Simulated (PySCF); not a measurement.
# Al: excitation energies in x2c-QZVPPall plus 1 even-tempered diffuse shell per l

Aim: the excitation energy of aluminium from differences of total energies, at each level of theory, and how far each lands from the tabulated value where there is one.

Program: PySCF 2.14.0. Level of theory: unrestricted determinants in a Gaussian basis, no spin-orbit coupling in the energies. These are calculated values, not measurements, unless marked.

## (1) The system

* Element: aluminium (Z = 13)
* Basis: x2c-QZVPPall with one added diffuse shell each of s, p, d, f type (10s7p5d3f1g, 86 functions)
* Hamiltonian: scalar relativity by spin-free X2C-1e
* State 1: Al: [Ne] 3s1 3p1 3d1, one real determinant (an excited configuration)
* State 2: Al: [Ne] 3s1 3p1 4s1, high-spin 4P determinant (an excited configuration)
* Needed too, but not shown: Al [Ne] 3s2 3p1 (2P)
* Methods: CCSD(T)
* Core shells frozen in the correlated runs: valence and next inner shell: 1s2 (for Al)

The outer shells:

Al [Ne] 3s1 3p1 3d1
```
[Ne] core
3s [↑ ]
3p [↑ ][  ][  ]
3d [↑ ][  ][  ][  ][  ]
```

Al [Ne] 3s1 3p1 4s1
```
[Ne] core
3s [↑ ]
3p [↑ ][  ][  ]
4s [↑ ]
```

The runs were made by one driver on top of PySCF. The scripts below sum up each run's settings (the driver also hands on starting orbitals that pick excited configurations, and frozen orbitals as a list rather than a count), and the logs come from the driver's own runs. The driver starts from symmetry-adapted Hartree-Fock orbitals, holds the occupation by maximum overlap and uses a logarithmic radial grid for functionals, so a plain start would take other cycles.

The integrals over 86 functions and the set-up took 0.39 s of CPU time.

## (2) Al [Ne] 3s1 3p1 3d1, at CCSD(T) (valence and next inner shell)

Level: CCSD(T) (valence and next inner shell).

The input, input.py:

```python
from pyscf import gto, scf, dft, mp, cc
import basis_set_exchange as bse
mol = gto.M(atom="Al 0 0 0", charge=0, spin=3, symmetry="D2h",
            basis=gto.basis.parse(bse.get_basis("x2c-QZVPPall", elements=["Al"], fmt="nwchem", augment_diffuse=1)),
            nucmod="G")
mf = scf.UHF(mol).sfx2c1e()
mf.irrep_nelec = {'Ag': (3, 2), 'B2g': (1, 0), 'B1u': (1, 1), 'B2u': (2, 1), 'B3u': (1, 1)}
mf.kernel()
mycc = cc.CCSD(mf, frozen=1).run()
mycc.ccsd_t()
```

The log of the run:

```text
CC2 = 0
CCSD nocc = (np.int64(7), np.int64(4)), nmo = (85, 85)
frozen orbitals [[0], [0]]
max_cycle = 100
direct = 0
conv_tol = 1e-08
conv_tol_normt = 1e-06
diis_space = 8
diis_start_cycle = 0
Init t2, MP2 energy = -0.170165340239043
Init E_corr(UCCSD) = -0.170165340246946
cycle = 1  E_corr(UCCSD) = -0.174793928347982  dE = -0.0046285881  norm(t1,t2) = 0.0466952
cycle = 2  E_corr(UCCSD) = -0.177130068633286  dE = -0.00233614029  norm(t1,t2) = 0.0286088
cycle = 3  E_corr(UCCSD) = -0.178975365541173  dE = -0.00184529691  norm(t1,t2) = 0.0213586
cycle = 4  E_corr(UCCSD) = -0.179178668962643  dE = -0.000203303421  norm(t1,t2) = 0.0146934
cycle = 5  E_corr(UCCSD) = -0.179526822369714  dE = -0.000348153407  norm(t1,t2) = 0.0126552
cycle = 6  E_corr(UCCSD) = -0.180644414109428  dE = -0.00111759174  norm(t1,t2) = 0.0106782
cycle = 7  E_corr(UCCSD) = -0.180876129337827  dE = -0.000231715228  norm(t1,t2) = 0.00704114
cycle = 8  E_corr(UCCSD) = -0.180942050201126  dE = -6.59208633e-05  norm(t1,t2) = 0.00965685
cycle = 9  E_corr(UCCSD) = -0.181310850260981  dE = -0.00036880006  norm(t1,t2) = 0.00306491
cycle = 10  E_corr(UCCSD) = -0.18123088634333  dE = 7.99639177e-05  norm(t1,t2) = 0.000651585
cycle = 11  E_corr(UCCSD) = -0.18124761709414  dE = -1.67307508e-05  norm(t1,t2) = 0.000199226
cycle = 12  E_corr(UCCSD) = -0.181242950528994  dE = 4.66656515e-06  norm(t1,t2) = 5.15399e-05
cycle = 13  E_corr(UCCSD) = -0.181244873011455  dE = -1.92248246e-06  norm(t1,t2) = 1.52356e-05
cycle = 14  E_corr(UCCSD) = -0.181244897989088  dE = -2.49776331e-08  norm(t1,t2) = 3.73445e-06
cycle = 15  E_corr(UCCSD) = -0.181244912255734  dE = -1.42666454e-08  norm(t1,t2) = 1.10481e-06
cycle = 16  E_corr(UCCSD) = -0.181244905422686  dE = 6.83304799e-09  norm(t1,t2) = 7.40548e-07
UCCSD converged
E(UCCSD) = -242.2181037508714  E_corr = -0.1812449054226859
UCCSD(T) correction = -0.00447078220151534
```

CPU time 51 s on a shared host, the integrals not counted.

CCSD correlation -0.18124 hartree, triples -0.00447; total -242.222575. T1 = 0.023, largest double amplitude 0.269.

The real determinant used has ⟨L²⟩ near 8 against 12 for a pure F term, so it mixes terms. A double-excitation amplitude exceeds 0.15, a sign of near-degeneracy.

## (3) Al [Ne] 3s1 3p1 4s1, at CCSD(T) (valence and next inner shell)

Level: CCSD(T) (valence and next inner shell).

Changes to input.py since step 2:

```diff
@@ -6,3 +6,3 @@
 mf = scf.UHF(mol).sfx2c1e()
-mf.irrep_nelec = {'Ag': (3, 2), 'B2g': (1, 0), 'B1u': (1, 1), 'B2u': (2, 1), 'B3u': (1, 1)}
+mf.irrep_nelec = {'Ag': (4, 2), 'B1u': (1, 1), 'B2u': (2, 1), 'B3u': (1, 1)}
 mf.kernel()
```

The log of the run:

```text
CC2 = 0
CCSD nocc = (np.int64(7), np.int64(4)), nmo = (85, 85)
frozen orbitals [[0], [0]]
max_cycle = 100
direct = 0
conv_tol = 1e-08
conv_tol_normt = 1e-06
diis_space = 8
diis_start_cycle = 0
Init t2, MP2 energy = -0.169556370239128
Init E_corr(UCCSD) = -0.169556370243261
cycle = 1  E_corr(UCCSD) = -0.17378117185494  dE = -0.00422480161  norm(t1,t2) = 0.0393667
cycle = 2  E_corr(UCCSD) = -0.175867707034061  dE = -0.00208653518  norm(t1,t2) = 0.0196856
cycle = 3  E_corr(UCCSD) = -0.177047445767193  dE = -0.00117973873  norm(t1,t2) = 0.0112798
cycle = 4  E_corr(UCCSD) = -0.176999124026167  dE = 4.8321741e-05  norm(t1,t2) = 0.00427173
cycle = 5  E_corr(UCCSD) = -0.176941066911565  dE = 5.80571146e-05  norm(t1,t2) = 0.00311607
cycle = 6  E_corr(UCCSD) = -0.177022370463602  dE = -8.1303552e-05  norm(t1,t2) = 0.00197244
cycle = 7  E_corr(UCCSD) = -0.177073084385166  dE = -5.07139216e-05  norm(t1,t2) = 0.01686
cycle = 8  E_corr(UCCSD) = -0.177048868393111  dE = 2.42159921e-05  norm(t1,t2) = 0.000532629
cycle = 9  E_corr(UCCSD) = -0.177053508119714  dE = -4.6397266e-06  norm(t1,t2) = 0.000202489
cycle = 10  E_corr(UCCSD) = -0.177056522678675  dE = -3.01455896e-06  norm(t1,t2) = 8.03853e-05
cycle = 11  E_corr(UCCSD) = -0.177056289456078  dE = 2.33222598e-07  norm(t1,t2) = 2.49662e-05
cycle = 12  E_corr(UCCSD) = -0.177056098096968  dE = 1.9135911e-07  norm(t1,t2) = 7.76774e-06
cycle = 13  E_corr(UCCSD) = -0.177056117707079  dE = -1.96101114e-08  norm(t1,t2) = 2.2911e-05
cycle = 14  E_corr(UCCSD) = -0.177056138706797  dE = -2.09997182e-08  norm(t1,t2) = 1.35418e-05
cycle = 15  E_corr(UCCSD) = -0.177056136480442  dE = 2.22635493e-09  norm(t1,t2) = 1.44694e-06
cycle = 16  E_corr(UCCSD) = -0.177056138218806  dE = -1.73836354e-09  norm(t1,t2) = 3.85829e-06
cycle = 17  E_corr(UCCSD) = -0.177056131773232  dE = 6.44557357e-09  norm(t1,t2) = 2.27075e-06
cycle = 18  E_corr(UCCSD) = -0.177056129369657  dE = 2.40357548e-09  norm(t1,t2) = 5.15414e-07
UCCSD converged
E(UCCSD) = -242.2593925445496  E_corr = -0.1770561293696568
UCCSD(T) correction = -0.00162916998972709
```

CPU time 54 s on a shared host, the integrals not counted.

CCSD correlation -0.17706 hartree, triples -0.00163; total -242.261022. T1 = 0.012, largest double amplitude 0.039.

## (4) Differences of total energies

Excitation energy: Al [Ne] 3s2 3p1 (2P) → Al [Ne] 3s1 3p1 3d1 (high-spin determinant).

```csv
method,value (eV),less CCSD(T) (valence and next inner shell) (eV)
UHF,7.636,-1.056
MP2 (valence and next inner shell),8.638,-0.054
SCS-MP2 (valence and next inner shell),8.884,+0.192
CCSD (valence and next inner shell),8.716,+0.024
CCSD(T) (valence and next inner shell),8.692,+0.000
```

The coupled-cluster amplitudes are large for Al, so a single reference is strained.

Excitation energy: Al [Ne] 3s2 3p1 (2P) → Al [Ne] 3s1 3p1 4s1 (4P).

```csv
method,value (eV),less CCSD(T) (valence and next inner shell) (eV)
UHF,6.399,-1.247
MP2 (valence and next inner shell),7.417,-0.228
SCS-MP2 (valence and next inner shell),7.645,-0.000
CCSD (valence and next inner shell),7.592,-0.053
CCSD(T) (valence and next inner shell),7.646,+0.000
```

The differences also use runs on Al [Ne] 3s2 3p1 (2P), which are not shown here. The runs at UHF, MP2 (valence and next inner shell) are not shown; their differences are listed all the same.

## (5) Summary of results

| quantity | value |
| --- | --- |
| excitation energy, Al → [Ne] 3s1 3p1 3d1 | UHF 7.636, CCSD(T) (valence and next inner shell) 8.692 eV |
| excitation energy, Al → [Ne] 3s1 3p1 4s1 | UHF 6.399, CCSD(T) (valence and next inner shell) 7.646 eV |

Each level's miss (mean over 2 differences):

| method | mean absolute miss against CCSD(T) (valence and next inner shell) (eV) |
| --- | --- |
| UHF | 1.151 |
| MP2 (valence and next inner shell) | 0.141 |
| SCS-MP2 (valence and next inner shell) | 0.096 |
| CCSD (valence and next inner shell) | 0.039 |
| CCSD(T) (valence and next inner shell) | 0.000 |

**Reading.** For the first difference the methods span 1.248 eV, from UHF (7.636) to SCS-MP2 (valence and next inner shell) (8.884). No reference value is at hand in this session. All values hold for this basis alone; no basis-set limit was taken.
